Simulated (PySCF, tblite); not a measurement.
# C2H9N2Si radical: geometry, infrared bands and EPR parameters

Aim: predict the infrared bands and EPR parameters of C2H9N2Si radical (`[CH2]N[SiH2]NC`).

Programs: tblite 0.8.0 and PySCF 2.14.0, with density-fitted response routines of our own. Each step states its level of theory. These are calculated values for one molecule in the gas phase, unless marked as measured. Atoms count from 0, in the outputs and in this text.

### Step 1. The starting structure

14 atoms, charge 0, multiplicity 2; geometry from: force field or distance geometry start.

Bonds of the start (Å): C0–N1 1.46, N1–Si2 1.82, Si2–N3 1.78, N3–C4 1.43, C0–H5 1.12, C0–H6 1.11, N1–H7 1.04, Si2–H8 1.46, Si2–H9 1.47, N3–H10 1.06, C4–H11 1.12, C4–H12 1.11, C4–H13 1.11.

### Step 2. Relaxing the molecule with GFN2-xTB

What the job is given:

```
{"job": {"kind": "relax", "xc": "GFN2-xTB", "basis": "xTB"}, "charge": 0, "multiplicity": 2}
C     -2.732900     0.215000     0.222700
N     -1.770900     0.703900    -0.756100
Si    -0.344000    -0.412600    -0.608400
N      1.045200     0.610100    -0.183300
C      2.313000    -0.018600    -0.380100
H     -2.939500    -0.850800    -0.050600
H     -2.205000     0.201700     1.202400
H     -1.442700     1.649500    -0.456000
H     -0.216900    -1.069100    -1.905800
H     -0.646700    -1.437700     0.400600
H      0.912200     0.885100     0.830300
H      2.613500    -0.645500     0.491800
H      3.051800     0.795800    -0.494700
H      2.362200    -0.627300    -1.310000
```

Started as:

```console
> OMP_NUM_THREADS=1 python probes_run.py task.json out
```

This one command runs all jobs of the session in turn.

**Question.** This job is followed by: GFN2-xTB harmonic vibrations, gas phase; UKS B3LYP, pcH-1 on C H N Si, non-relativistic, mean-field spin-orbit, GIAO. Predict these results of the whole session: strongest single infrared mode (GFN2-xTB); zero-point energy (GFN2-xTB); g(iso) (B3LYP); ⟨S²⟩; largest a(iso) (averaged by class); potential on the surface of density 0.002 e/bohr³, 1st and 99th percentile.

**Answer**, as computed:

| quantity | value |
| --- | --- |
| strongest single infrared mode (GFN2-xTB) | 2140 cm⁻¹, 454 km/mol |
| zero-point energy (GFN2-xTB) | 68.2 kcal/mol |
| g(iso) (B3LYP) | 2.00284 |
| ⟨S²⟩ | 0.753 (exact 0.75) |
| largest a(iso) (averaged by class) | 13C on C0, 93.7 MHz |
| potential on the surface of density 0.002 e/bohr³, 1st and 99th percentile | -1.01 V and 1.64 V |

What this shows: The optimisation took 88 steps and gained 1.491 eV; among the close pairs (by a distance rule), N1–Si2 changed most, from 1.818 to 1.728 Å. All 36 modes are real, so the xTB geometry is a minimum. The strongest single mode, at 2140 cm⁻¹, moves mainly H9 and H8. GFN2-xTB is a fitted tight-binding method: band positions and strengths are rough. Its intensities can rank the bands wrongly. C0 carries the largest spin population, 0.89 e. The isotropic g lies 0.5 ppt above the free-electron value.
